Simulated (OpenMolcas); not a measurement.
# Mo²⁺ among point charges: CASSCF and CASPT2 levels and susceptibility, part 2 of 2

How does a field of 6 point charges split the states of Mo²⁺, and what χT follows?

OpenMolcas 26.06; ANO-RCC-VDZP, DKH2, active space 4 electrons in 5 orbitals (4d), orbitals: per spin and parity. Surroundings: 6 point charges of -0.85 e arranged as an octahedron (Oh), 2.19 Å from the ion.

### Step 7. CASPT2: IPEA 0.25, imaginary shift 0.1 (closed shells correlated: 4s 4p)

File a.inp:

```
>>> COPY JOB001 $Project.JobIph
&CASPT2
Multistate=5 1 2 3 4 5
NoMult
Frozen=8 6
IPEA=0.25
Imaginary=0.1
MaxIter=60
WThr=0.0 0.3 0.05
PrWF=0.5
NoMix
>>> COPY JOB002 $Project.JobIph
&CASPT2
Multistate=45 1 2 3 4 5 6 7 8 9 10 11 12 13 14 15 16 17 18 19 20 21 22
23 24 25 26 27 28 29 30 31 32 33 34 35 36 37 38 39 40 41 42 43 44 45
NoMult
Frozen=8 6
IPEA=0.25
Imaginary=0.1
MaxIter=60
WThr=0.0 0.3 0.05
PrWF=0.5
NoMix
>>> COPY JOB003 $Project.JobIph
&CASPT2
Multistate=50 1 2 3 4 5 6 7 8 9 10 11 12 13 14 15 16 17 18 19 20 21 22
23 24 25 26 27 28 29 30 31 32 33 34 35 36 37 38 39 40 41 42 43 44 45 46
47 48 49 50
NoMult
Frozen=8 6
IPEA=0.25
Imaginary=0.1
MaxIter=60
WThr=0.0 0.3 0.05
PrWF=0.5
NoMix
```

On the command line:

```console
$ OMP_NUM_THREADS=1 MOLCAS_MEM=1689 MOLCAS_PROJECT=a pymolcas a.inp > a.log
```

The program printed:

```text
Orbital specifications:
      -----------------------

      Symmetry species                           1   2
                                                ag  au
      Frozen orbitals                            8   6
      Inactive orbitals                          1   3
      Active orbitals                            5   0
      Secondary orbitals                         7  13
      Deleted orbitals                           0   0
      Number of basis functions                 21  22
Type of calculation                        SS-CASPT2
      Fock operator                              state-specific
      IPEA shift                                 0.25
      Real shift                                 0.00
      Imaginary shift                            0.10
      The input orbitals will be transformed to quasi-canonical
Reference energy:       -4047.3910294196
      E2 (Non-variational):      -0.2378334055
      Shift correction:          -0.0001618033
      E2 (Variational):          -0.2379952088
      Total energy:           -4047.6290246284
      Residual norm:              0.0000002969
      Reference weight:           0.94465
      Contributions to the CASPT2 correlation energy
      Active & Virtual Only:         -0.0341878218
      One Inactive Excited:          -0.1117152267
      Two Inactive Excited:          -0.0919303570
Reference energy:       -4047.3910294196
      E2 (Non-variational):      -0.2378622740
      Shift correction:          -0.0001618884
      E2 (Variational):          -0.2380241625
      Total energy:           -4047.6290535821
      Residual norm:              0.0000005650
      Reference weight:           0.94463
      Contributions to the CASPT2 correlation energy
      Active & Virtual Only:         -0.0341880236
      One Inactive Excited:          -0.1117444876
      Two Inactive Excited:          -0.0919297628
::    CASPT2 Root  1     Total energy:  -4047.62902463
::    CASPT2 Root  2     Total energy:  -4047.62905358
::    CASPT2 Root  3     Total energy:  -4047.60276893
::    CASPT2 Root  4     Total energy:  -4047.60276893
::    CASPT2 Root  5     Total energy:  -4047.60277030
Orbital specifications:
      -----------------------

      Symmetry species                           1   2
                                                ag  au
      Frozen orbitals                            8   6
      Inactive orbitals                          1   3
      Active orbitals                            5   0
      Secondary orbitals                         7  13
      Deleted orbitals                           0   0
      Number of basis functions                 21  22
Type of calculation                        SS-CASPT2
      Fock operator                              state-specific
      IPEA shift                                 0.25
      Real shift                                 0.00
      Imaginary shift                            0.10
      The input orbitals will be transformed to quasi-canonical
Reference energy:       -4047.3407629945
      E2 (Non-variational):      -0.2421684401
      Shift correction:          -0.0001826092
      E2 (Variational):          -0.2423510493
      Total energy:           -4047.5831140437
      Residual norm:              0.0000001009
      Reference weight:           0.94291
      Contributions to the CASPT2 correlation energy
      Active & Virtual Only:         -0.0374041638
      One Inactive Excited:          -0.1118059254
      Two Inactive Excited:          -0.0929583509
Reference energy:       -4047.3407629944
      E2 (Non-variational):      -0.2420801845
      Shift correction:          -0.0001901438
      E2 (Variational):          -0.2422703283
      Total energy:           -4047.5830333227
      Residual norm:              0.0000001529
      Reference weight:           0.94281
      Contributions to the CASPT2 correlation energy
      Active & Virtual Only:         -0.0374240756
      One Inactive Excited:          -0.1117079167
      Two Inactive Excited:          -0.0929481922
::    CASPT2 Root  1     Total energy:  -4047.58311404
::    CASPT2 Root  2     Total energy:  -4047.58303332
::    CASPT2 Root  3     Total energy:  -4047.58302003
::    CASPT2 Root  4     Total energy:  -4047.56523472
::    CASPT2 Root  5     Total energy:  -4047.56497801
::    CASPT2 Root  6     Total energy:  -4047.56718667
::    CASPT2 Root  7     Total energy:  -4047.56723398
::    CASPT2 Root  8     Total energy:  -4047.56728816
::    CASPT2 Root  9     Total energy:  -4047.56367357
::    CASPT2 Root 10     Total energy:  -4047.56369411
::    CASPT2 Root 11     Total energy:  -4047.56418253
::    CASPT2 Root 12     Total energy:  -4047.55990616
::    CASPT2 Root 13     Total energy:  -4047.55637271
::    CASPT2 Root 14     Total energy:  -4047.54643121
::    CASPT2 Root 15     Total energy:  -4047.54654323
::    CASPT2 Root 16     Total energy:  -4047.54108032
::    CASPT2 Root 17     Total energy:  -4047.54098331
::    CASPT2 Root 18     Total energy:  -4047.54086653
::    CASPT2 Root 19     Total energy:  -4047.53807902
::    CASPT2 Root 20     Total energy:  -4047.53804594
::    CASPT2 Root 21     Total energy:  -4047.53802998
::    CASPT2 Root 22     Total energy:  -4047.53484201
::    CASPT2 Root 23     Total energy:  -4047.53484102
::    CASPT2 Root 24     Total energy:  -4047.53389329
::    CASPT2 Root 25     Total energy:  -4047.52146730
::    CASPT2 Root 26     Total energy:  -4047.52148353
::    CASPT2 Root 27     Total energy:  -4047.52148973
::    CASPT2 Root 28     Total energy:  -4047.52439292
::    CASPT2 Root 29     Total energy:  -4047.52445730
::    CASPT2 Root 30     Total energy:  -4047.51504019
Orbital specifications:
      -----------------------

      Symmetry species                           1   2
                                                ag  au
      Frozen orbitals                            8   6
      Inactive orbitals                          1   3
      Active orbitals                            5   0
      Secondary orbitals                         7  13
      Deleted orbitals                           0   0
      Number of basis functions                 21  22
Type of calculation                        SS-CASPT2
      Fock operator                              state-specific
      IPEA shift                                 0.25
      Real shift                                 0.00
      Imaginary shift                            0.10
      The input orbitals will be transformed to quasi-canonical
Reference energy:       -4047.3066197171
      E2 (Non-variational):      -0.2460110296
      Shift correction:          -0.0001870138
      E2 (Variational):          -0.2461980434
      Total energy:           -4047.5528177605
      Residual norm:              0.0000000860
      Reference weight:           0.94153
      Contributions to the CASPT2 correlation energy
      Active & Virtual Only:         -0.0385215784
      One Inactive Excited:          -0.1144161641
      Two Inactive Excited:          -0.0930732871
Reference energy:       -4047.3066197171
      E2 (Non-variational):      -0.2461482291
      Shift correction:          -0.0001884376
      E2 (Variational):          -0.2463366667
      Total energy:           -4047.5529563838
      Residual norm:              0.0000000949
      Reference weight:           0.94143
      Contributions to the CASPT2 correlation energy
      Active & Virtual Only:         -0.0386215416
      One Inactive Excited:          -0.1144335992
      Two Inactive Excited:          -0.0930930883
::    CASPT2 Root  1     Total energy:  -4047.55281776
::    CASPT2 Root  2     Total energy:  -4047.55295638
::    CASPT2 Root  3     Total energy:  -4047.55340723
::    CASPT2 Root  4     Total energy:  -4047.55017243
::    CASPT2 Root  5     Total energy:  -4047.54998401
::    CASPT2 Root  6     Total energy:  -4047.54186904
::    CASPT2 Root  7     Total energy:  -4047.53408158
::    CASPT2 Root  8     Total energy:  -4047.53530713
::    CASPT2 Root  9     Total energy:  -4047.53473903
::    CASPT2 Root 10     Total energy:  -4047.53495642
::    CASPT2 Root 11     Total energy:  -4047.53133925
::    CASPT2 Root 12     Total energy:  -4047.53196908
::    CASPT2 Root 13     Total energy:  -4047.53136250
::    CASPT2 Root 14     Total energy:  -4047.52526609
::    CASPT2 Root 15     Total energy:  -4047.52525667
::    CASPT2 Root 16     Total energy:  -4047.50846244
::    CASPT2 Root 17     Total energy:  -4047.50833688
::    CASPT2 Root 18     Total energy:  -4047.50831088
::    CASPT2 Root 19     Total energy:  -4047.50750697
::    CASPT2 Root 20     Total energy:  -4047.50727976
::    CASPT2 Root 21     Total energy:  -4047.50564727
::    CASPT2 Root 22     Total energy:  -4047.49066775
::    CASPT2 Root 23     Total energy:  -4047.49083860
::    CASPT2 Root 24     Total energy:  -4047.49083735
::    CASPT2 Root 25     Total energy:  -4047.49593469
::    CASPT2 Root 26     Total energy:  -4047.49601933
::    CASPT2 Root 27     Total energy:  -4047.49594792
::    CASPT2 Root 28     Total energy:  -4047.48451117
::    CASPT2 Root 29     Total energy:  -4047.48421039
::    CASPT2 Root 30     Total energy:  -4047.48446517
```

Time for this run: 7.7 s (1 thread of AMD EPYC 7R13 (Zen 3), shared host).

SS-CASPT2: lowest energy less the reference's lowest, -0.2380 hartree; reference weights 0.921 to 0.945.

Spin-free states, with their symmetry labels:

```tsv
state	degeneracy	E (cm-1)	free-ion L (%)
5E	2	0	D (100)
5T2	3	5766	D (100)
3T1	3	10092	H (53)
3T1	3	13564	H (44)
3E	2	14032	H (94)
3T2	3	14307	F (48)
3A2	1	15173	F (100)
3A1	1	15948	G (100)
1T2	3	16675	G (50)
1E	2	17330	I (80)
3E	2	18118	G (77)
1A1	1	19132	G (42)
3T1	3	19327	H (68)
3T2	3	19969	H (48)
1T2	3	20639	I (60)
3T1	3	20743	G (45)
1A2	1	20841	I (97)
1T1	3	21395	I (51)
1E	2	22777	G (57)
3E	2	22960	D (79)
3T2	3	23606	G (73)
3T2	3	23839	D (90)
3T1	3	24985	F (38)
1T2	3	26484	I (88)
```

With spin-orbit coupling:

```tsv
E (cm-1)	Degeneracy	Label	2S+1
0	1	A1	5
85	3	T1	5
170	2	E	5
220	3	T2	5
270	1	A2	5
5670	3	T2	5
5690	3	T1	5
5720	1	A1	5
6170	3	T1	5
6190	2	E	5
6460	3	T2	5
9680	1	A1	3
10140	3	T1	3
10370	3	T2	3
10430	2	E	3
13170	1	A1	3
13460	3	T1	3
13960	3	T2	3
14080	2	E	3
14200	3	T1	3
14390	3	T2	3
14470	2	E	3
14510	3	T1	3
14700	3	T2	3
```

Powder χT (cm³ K/mol): 0.07 at 2 K, 0.18 at 5 K, 0.37 at 10 K, 0.74 at 20 K, 1.59 at 50 K, 2.16 at 100 K, 2.37 at 150 K, 2.47 at 200 K, 2.53 at 250 K, 2.57 at 300 K.

A ligand-field fit to the states below 45000 cm-1 gives 10Dq = 5856 cm-1, B = 597 cm-1 and C = 2635 cm-1 (C/B = 4.41), with a deviation of 525 cm-1.

### Step 8. The methods side by side

A. CASSCF
B. SS-CASPT2, IPEA 0.25, imaginary shift 0.1 (closed shells correlated: 4s 4p)

```tsv
method	ground state	first state of that spin (cm-1)	first gap with spin-orbit (cm-1)	χT at 300 K
A	5E	5T2 5510	80.8	2.56
B	5E	5T2 5766	85.0	2.57
```

### Step 9. Summary of results

The summary covers parts 1 to 2.

```
                                            quantity                                                                        value
                                              method  SS-CASPT2, IPEA 0.25, imaginary shift 0.1 (closed shells correlated: 4s 4p)
                              spin-free ground state                                               5E, 2-fold in its orbital part
first state of the same spin within the active space                                                             5T2 at 5770 cm⁻¹
                                        lowest level                                                                    1-fold A1
                                          next level                                                                    85.0 cm⁻¹
                                         χT at 300 K                                                               2.57 cm³ K/mol
                           effective moment at 300 K                                                                      4.53 μB
```

Cost by method:

```tsv
method	time of its own steps	time with the reference
A. CASSCF	27 s	27 s
B. SS-CASPT2, IPEA 0.25, imaginary shift 0.1, +4s 4p	7.7 s	35 s
```

Times are of one thread on a shared host.

**Reading.** The spin-free ground state (5E) comes to 100 % from free-ion D terms and keeps the highest spin of the shell. χT at 300 K is 2.57, against 3.01 cm³ K/mol for the spin alone, so spin-orbit coupling lowers it. An active space of the d shell alone favours high spin; real ions in strong fields can be low spin. A ligand-field fit to the states below 45000 cm-1 gives 10Dq = 5856 cm-1, B = 597 cm-1 and C = 2635 cm-1 (C/B = 4.41), with a deviation of 525 cm-1. CASPT2 does not keep the components of a term degenerate, and the means are used. An orbital doublet at a regular site is open to a Jahn-Teller distortion, which this geometry leaves out. The field of point charges can differ much from that of real complexes. With metal d orbitals alone active, the gaps between spin states are rough; where two lie within a few thousand cm-1, their order is open. Point charges carry no covalency, so the field is a model and not that of real ligands.
